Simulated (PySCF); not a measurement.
# YbCl3(NH3): other functionals and bases at one geometry

How far do other levels of theory move the description of YbCl3(NH3), and what does each cost? The structure is generated, not taken from experiment.

The runs use PySCF 2.14.0; several levels, as the steps say, no spin–orbit coupling.

1 further run of the same task is left out (for a known fault of the program).

### 1 The starting structure

8 atoms, charge 0, spin multiplicity 1.

Bond lengths: Yb1–Cl2 2.446 Å, Yb1–Cl3 2.446 Å, Yb1–Cl4 2.446 Å, Yb1–N5 2.395 Å, N5–H6 1.023 Å, N5–H7 1.023 Å, N5–H8 1.023 Å. Angles: Cl2–Yb1–Cl3 119.0°, Cl2–Yb1–Cl4 119.0°, Cl2–Yb1–N5 95.8°, Cl3–Yb1–Cl4 119.0°, Cl3–Yb1–N5 95.8°, Cl4–Yb1–N5 95.8°, Yb1–N5–H6 112.1°, Yb1–N5–H7 112.1°, Yb1–N5–H8 112.1°, H6–N5–H7 106.7°, H6–N5–H8 106.7°, H7–N5–H8 106.7°.

Geometry (Å):

```xyz
8

Yb    0.0203   -0.0203    0.0203
Cl    1.1555    1.8251    1.1555
Cl   -1.8251   -1.1555    1.1555
Cl    1.1555   -1.1555   -1.8251
N    -1.3627    1.3627   -1.3627
H    -1.9719    1.9719   -0.8117
H    -0.8117    1.9719   -1.9719
H    -1.9719    0.8117   -1.9719
```

Formal oxidation states: Yb +3. Each metal's 13 4f electrons lie in its core potential, so multiplicities, spins and levels count the valence alone. An earlier session relaxed this geometry at PBE0, Yb lcecp-1-SVP with ECP59, Cl def2-SVP, N def2-SVP, H def2-SVP (singlet, point group C3v).

At PBE0 on the finer grid: E = -1475.892809 Eh, HOMO -8.44 eV, LUMO -1.00 eV, Mulliken charge on Yb1 +0.78 e, largest force component 0.005 eV/Å. 

Levels to run: TPSS; BLYP; PBE0, TZVP. Hardware: 2 threads of Intel Xeon Platinum 8175M at 2.50GHz (Skylake/Cascade Lake), shared host.

### 2 TPSS

The input, run.py (the lines that set the calculation):

```python
mol = gto.M(atom='''
Yb     0.02034    -0.02034     0.02034
Cl     1.15553     1.82508     1.15553
Cl    -1.82508    -1.15553     1.15553
Cl     1.15553    -1.15553    -1.82508
N     -1.36268     1.36268    -1.36268
H     -1.97194     1.97194    -0.81171
H     -0.81171     1.97194    -1.97194
H     -1.97194     0.81171    -1.97194''',
    basis={'Yb': 'lcecp-1-SVP', 'Cl': 'def2-SVP', 'N': 'def2-SVP', 'H': 'def2-SVP'},
    ecp={'Yb': 'lcecp-1-SVP'},
    charge=0, spin=0)
mf = dft.RKS(mol, xc='TPSS')
mf.grids.atom_grid = (75, 302)  # f atoms: unpruned, at least (60, 302)
mf = mf.density_fit()  # fitting sets: Yb AutoAux, Cl def2-universal-JKFIT, N def2-universal-JKFIT, H def2-universal-JKFIT
mf.conv_tol = 1e-08; mf.max_cycle = 55
mf.kernel(dm0)  # dm0: the density of the relaxed state
```

The run is started by

```
> OMP_NUM_THREADS=2 python run.py
```

Log:

```text
init E= -1476.4829285994
  HOMO = -0.263721008585715  LUMO = -0.0555213190785289  gap/eV = 5.66540
cycle= 1 E= -1476.48403781903  delta_E= -0.00111  |g|= 0.0323  |ddm|= 0.14
  HOMO = -0.266205925605401  LUMO = -0.0519683751489268  gap/eV = 5.82970
cycle= 2 E= -1476.4832308539  delta_E= 0.000807  |g|= 0.0585  |ddm|= 0.125
  HOMO = -0.26425300395661  LUMO = -0.0541137866160067  gap/eV = 5.71818
cycle= 3 E= -1476.48437603765  delta_E= -0.00115  |g|= 0.00214  |ddm|= 0.0814
  HOMO = -0.264420750655732  LUMO = -0.0541351224103134  gap/eV = 5.72216
cycle= 4 E= -1476.48437715067  delta_E= -1.11e-06  |g|= 0.00073  |ddm|= 0.00301
  HOMO = -0.264419674871829  LUMO = -0.0541528631367925  gap/eV = 5.72165
cycle= 5 E= -1476.48437724377  delta_E= -9.31e-08  |g|= 0.000389  |ddm|= 0.000861
  HOMO = -0.264418655866034  LUMO = -0.0541399773341979  gap/eV = 5.72197
cycle= 6 E= -1476.48437727795  delta_E= -3.42e-08  |g|= 1.75e-05  |ddm|= 0.000336
  HOMO = -0.26441802686166  LUMO = -0.0541393813816098  gap/eV = 5.72197
cycle= 7 E= -1476.48437727803  delta_E= -7.48e-11  |g|= 5.79e-06  |ddm|= 2.29e-05
  HOMO = -0.264418485487885  LUMO = -0.0541394327385228  gap/eV = 5.72198
Extra cycle  E= -1476.48437727803  delta_E= 2.27e-12  |g|= 5.36e-06  |ddm|= 1.09e-05
converged SCF energy = -1476.48437727803
```

Wall time 16 s (2 threads of Intel Xeon Platinum 8175M at 2.50GHz (Skylake/Cascade Lake), shared host).

Read off: E = -1476.484377 Eh, HOMO -7.20 eV, LUMO -1.47 eV, Mulliken charge on Yb1 +0.73 e, largest force component 0.173 eV/Å. 

### 3 BLYP

run.py (the lines that set the calculation): that of step 2 with these lines changed.

```diff
@@ -12,3 +12,3 @@
     charge=0, spin=0)
-mf = dft.RKS(mol, xc='TPSS')
+mf = dft.RKS(mol, xc='BLYP')
 mf.grids.atom_grid = (75, 302)  # f atoms: unpruned, at least (60, 302)
```

The run is started by

```
> OMP_NUM_THREADS=2 python run.py
```

Log:

```text
init E= -1476.33544859545
  HOMO = -0.248582190773523  LUMO = -0.0641770148839793  gap/eV = 5.01792
cycle= 1 E= -1476.339845613  delta_E= -0.0044  |g|= 0.061  |ddm|= 0.356
  HOMO = -0.24992867131766  LUMO = -0.0558993118552031  gap/eV = 5.27981
cycle= 2 E= -1476.33650161749  delta_E= 0.00334  |g|= 0.117  |ddm|= 0.254
  HOMO = -0.247555125781823  LUMO = -0.0607146154837778  gap/eV = 5.08419
cycle= 3 E= -1476.34114547553  delta_E= -0.00464  |g|= 0.0092  |ddm|= 0.164
  HOMO = -0.248880945115917  LUMO = -0.0611487689155616  gap/eV = 5.10845
cycle= 4 E= -1476.34116693674  delta_E= -2.15e-05  |g|= 0.0011  |ddm|= 0.0141
  HOMO = -0.248761249011508  LUMO = -0.0611494654376905  gap/eV = 5.10518
cycle= 5 E= -1476.34116723101  delta_E= -2.94e-07  |g|= 0.000353  |ddm|= 0.00154
  HOMO = -0.248769171492672  LUMO = -0.0611497679908641  gap/eV = 5.10538
cycle= 6 E= -1476.34116726072  delta_E= -2.97e-08  |g|= 0.000145  |ddm|= 0.000466
  HOMO = -0.2487704673418  LUMO = -0.0611478773922253  gap/eV = 5.10547
cycle= 7 E= -1476.34116726522  delta_E= -4.51e-09  |g|= 1.67e-05  |ddm|= 0.00012
  HOMO = -0.248772140165691  LUMO = -0.0611461440235877  gap/eV = 5.10556
Extra cycle  E= -1476.34116726498  delta_E= 2.42e-10  |g|= 3.24e-05  |ddm|= 6.17e-05
converged SCF energy = -1476.34116726498
```

Wall time 12 s (2 threads of Intel Xeon Platinum 8175M at 2.50GHz (Skylake/Cascade Lake), shared host).

It gives: E = -1476.341167 Eh, HOMO -6.77 eV, LUMO -1.66 eV, Mulliken charge on Yb1 +0.53 e, largest force component 0.249 eV/Å. 

### 4 PBE0, TZVP

Basis: Yb lcecp-1-TZVP with ECP59, Cl def2-TZVP, N def2-TZVP, H def2-TZVP. 

run.py (the lines that set the calculation): that of step 3 with these lines changed.

```diff
@@ -9,6 +9,6 @@
 H     -1.97194     0.81171    -1.97194''',
-    basis={'Yb': 'lcecp-1-SVP', 'Cl': 'def2-SVP', 'N': 'def2-SVP', 'H': 'def2-SVP'},
-    ecp={'Yb': 'lcecp-1-SVP'},
+    basis={'Yb': 'lcecp-1-TZVP', 'Cl': 'def2-TZVP', 'N': 'def2-TZVP', 'H': 'def2-TZVP'},
+    ecp={'Yb': 'lcecp-1-TZVP'},
     charge=0, spin=0)
-mf = dft.RKS(mol, xc='BLYP')
+mf = dft.RKS(mol, xc='PBE0')
 mf.grids.atom_grid = (75, 302)  # f atoms: unpruned, at least (60, 302)
@@ -16,2 +16,2 @@
 mf.conv_tol = 1e-08; mf.max_cycle = 55
-mf.kernel(dm0)  # dm0: the density of the relaxed state
+mf.kernel(dm0)  # dm0: free metal ions and neutral atoms
```

The run is started by

```
> OMP_NUM_THREADS=2 python run.py
```

Log:

```text
init E= -1489.6797433418
  HOMO = -0.326046682473221  LUMO = -0.080111427804678  gap/eV = 6.69224
cycle= 1 E= -1476.33221347052  delta_E= 13.3  |g|= 1.23  |ddm|= 2.35
  HOMO = -0.334471044807919  LUMO = -0.0386399268627171  gap/eV = 8.04997
cycle= 2 E= -1476.3380502165  delta_E= -0.00584  |g|= 0.709  |ddm|= 0.921
  HOMO = -0.302741578367267  LUMO = -0.0562699972702399  gap/eV = 6.70683
cycle= 3 E= -1476.39588744259  delta_E= -0.0578  |g|= 0.296  |ddm|= 0.705
  HOMO = -0.312590309798482  LUMO = -0.0416240177272899  gap/eV = 7.37337
cycle= 4 E= -1476.42199436568  delta_E= -0.0261  |g|= 0.0132  |ddm|= 0.272
  HOMO = -0.315285254490328  LUMO = -0.0428239790861886  gap/eV = 7.41405
cycle= 5 E= -1476.42203385752  delta_E= -3.95e-05  |g|= 0.006  |ddm|= 0.0204
  HOMO = -0.314760310770614  LUMO = -0.0424301855493394  gap/eV = 7.41048
cycle= 6 E= -1476.4220411347  delta_E= -7.28e-06  |g|= 0.00204  |ddm|= 0.00504
  HOMO = -0.314701360873614  LUMO = -0.0424233249583097  gap/eV = 7.40906
cycle= 7 E= -1476.42204195851  delta_E= -8.24e-07  |g|= 0.000466  |ddm|= 0.00153
  HOMO = -0.314737459157442  LUMO = -0.0424208429175428  gap/eV = 7.41011
cycle= 8 E= -1476.422042002  delta_E= -4.35e-08  |g|= 8.96e-05  |ddm|= 0.000324
  HOMO = -0.314731262119714  LUMO = -0.0424213016495067  gap/eV = 7.40993
cycle= 9 E= -1476.4220420038  delta_E= -1.8e-09  |g|= 2.24e-05  |ddm|= 8.68e-05
  HOMO = -0.314729444592172  LUMO = -0.0424228219414616  gap/eV = 7.40984
Extra cycle  E= -1476.42204200375  delta_E= 4.48e-11  |g|= 2.66e-05  |ddm|= 3.83e-05
converged SCF energy = -1476.42204200375
```

Wall time 25 s (2 threads of Intel Xeon Platinum 8175M at 2.50GHz (Skylake/Cascade Lake), shared host).

It gives: E = -1476.422042 Eh, HOMO -8.56 eV, LUMO -1.15 eV, Mulliken charge on Yb1 +1.32 e, largest force component 0.208 eV/Å. 

### 5 All levels side by side

| level | state | HOMO (eV) | gap (eV) | charge on Yb1 (e) | dipole (D) | largest force (eV/Å) | basis functions | time |
| --- | --- | --- | --- | --- | --- | --- | --- | --- |
| PBE0 (relaxed here) | singlet | -8.44 | 7.44 | 0.78 | 5.61 | 0.00 | 116 | 26 s |
| TPSS | singlet | -7.20 | 5.72 | 0.73 | 5.56 | 0.17 | 116 | 16 s |
| BLYP | singlet | -6.77 | 5.11 | 0.53 | 5.51 | 0.25 | 116 | 12 s |
| PBE0, TZVP | singlet | -8.56 | 7.41 | 1.32 | 5.52 | 0.21 | 207 | 25 s |

Times are on 2 threads of Intel Xeon Platinum 8175M at 2.50GHz (Skylake/Cascade Lake), shared host; the first row also made further properties.

In one basis the HOMO–LUMO gap runs from 5.11 eV (BLYP) to 7.44 eV (PBE0). The largest leftover force, 0.25 eV/Å with BLYP, stands at a geometry relaxed at another level. The Mulliken charge on Yb spans +0.53 to +1.32 e over the levels. With 4f in the core, its levels are missing from HOMO and gap. Total energies of different levels can't be compared. Spin–orbit coupling is left out throughout.
